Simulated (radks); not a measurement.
# Ionisation energy and size from Ni³⁺ to Pt³⁺

An exercise on one series of results from a longer session: the logs are not shown, and one member is left open.

The numbers are computed with radks (a radial shooting solver on a logarithmic mesh, Libxc functionals) version 1 (scalar-relativistic Kohn-Sham, LDA (Slater exchange, Perdew-Wang correlation), spin-polarised, spherical densities, finite nucleus; open shells are filled with parallel spins first), except any that are marked as measured or tabulated.

### The system

| Item | Value |
| --- | --- |
| species | Ni³⁺, Pd³⁺, Pt³⁺ |
| runs | 6, each species and its next ion |

Set-up of the first run:

Input:

```text
Z 28
configuration [Ar] 3d7
relativity scalar-relativistic
functional lda,pw
spin polarised
nucleus finite rms 3.7757 fm
c 137.035999084
```

Launch:

```
$ python run_ks.py task.json out
```

The same process makes all the runs of this session.

Steps of the session up to this table: Ni³⁺, [Ar] 3d7.

One of the session's tables, all rows but one given; the rest of the session is left out.

It belongs to the step «Ni³⁺, [Ar] 3d7». From the orbitals of this run (lengths in bohr):

| level | <r> | outermost maximum (interpolated) | 90 % within | nodes |
| --- | --- | --- | --- | --- |
| 2p up | 0.2157 | 0.165 | 0.353 | 0 |
| 2p down | 0.2154 | 0.165 | 0.353 | 0 |
| 3s up | 0.7360 | 0.638 | 1.10 | 2 |
| 3s down | 0.7384 | 0.639 | 1.11 | 2 |
| 3p up | 0.7686 | 0.644 | 1.18 | 1 |
| 3p down | 0.7726 | 0.645 | 1.19 | 1 |
| 3d up | 0.8872 | 0.614 | 1.50 | 0 |
| 3d down | ? | ? | ? | ? |

Estimate the missing values for 3d down.

As computed: <r>: 0.9081; outermost maximum (interpolated): 0.619; 90 % within: 1.54; nodes: 0. In the column «<r>» it is the highest.

Caveats from the session: Open shells are spherical and high-spin; term and fine-structure splittings are not resolved.
